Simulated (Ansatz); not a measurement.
The system is CsLiCr2Te2S3.

```
Cs Li Cr Te S
1.0
     3.31929    1.91639    6.87982
    -3.31929    1.91639    6.87982
     0.00000   -3.83279    6.87982
Cs Li Cr Te S
1 1 2 2 3
Direct
  0.00000 0.00000 0.00000
  0.50000 0.50000 0.50000
  0.79848 0.79848 0.79848
  0.20152 0.20152 0.20152
  0.67990 0.67990 0.67990
  0.32010 0.32010 0.32010
  0.13626 0.86374 0.50000
  0.50000 0.13626 0.86374
  0.86374 0.50000 0.13626
```

The cell was built by a generator and needn't be a form met in nature.

| Property | Result |
| --- | --- |
| Program | Ansatz 0.2.0 |
| Task | relaxation of cell and atoms |
| Functional | PBE |
| Dispersion | D3(BJ)-ATM |
| Potentials or basis | Ansatz PAW |
| Cutoff | 420 eV (not typed: the program's choice for these potentials) |
| k mesh | 4 × 4 × 4 |
| Occupations | fermi-dirac, width 0.05 eV |
| Spin | collinear spin, ferromagnetic start |
| Starting moments | [0.0, 0.0, 3.0, 3.0, 0.0, 0.0, 0.0, 0.0, 0.0] μB |

At the start: volume 29.18 Å³/atom.

Question: Where does the relaxation end?

Answer: It ends after 6 steps and the volume is 26.39 Å³/atom (-9.5 %); space group R32 (No. 155, to 0.05 Å); moment 4.00 μB per cell.

Step by step:
```tsv
step	energy change (eV)	largest force (eV/Å)	volume (Å³)
1	0.0000	0.0071	262.58
2	-0.1015	0.0628	249.13
3	-0.1443	0.0874	234.78
4	-0.1473	0.0921	237.47
5	-0.1484	0.0069	237.55
6	-0.1462	0.0071	237.55
```

Final structure:
```
CELL_PARAMETERS angstrom
3.28127 1.89444 6.36909
-3.28127 1.89444 6.36909
0.00000 -3.78888 6.36909
ATOMIC_POSITIONS crystal
Cs 0.00000 0.00000 0.00000
Li 0.50000 0.50000 0.50000
Cr 0.79537 0.79537 0.79537
Cr 0.20463 0.20463 0.20463
Te 0.66811 0.66811 0.66811
Te 0.33189 0.33189 0.33189
S 0.13766 0.86234 0.50000
S 0.50000 0.13766 0.86234
S 0.86234 0.50000 0.13766
```

Caveat: the plane-wave basis is chosen anew once the cell has moved, so the energies of steps on either side of that aren't comparable; only a ferromagnetic start was run, and an antiferromagnetic order may lie lower in energy; pairwise dispersion overbinds metals, which lowers pressure and volume.
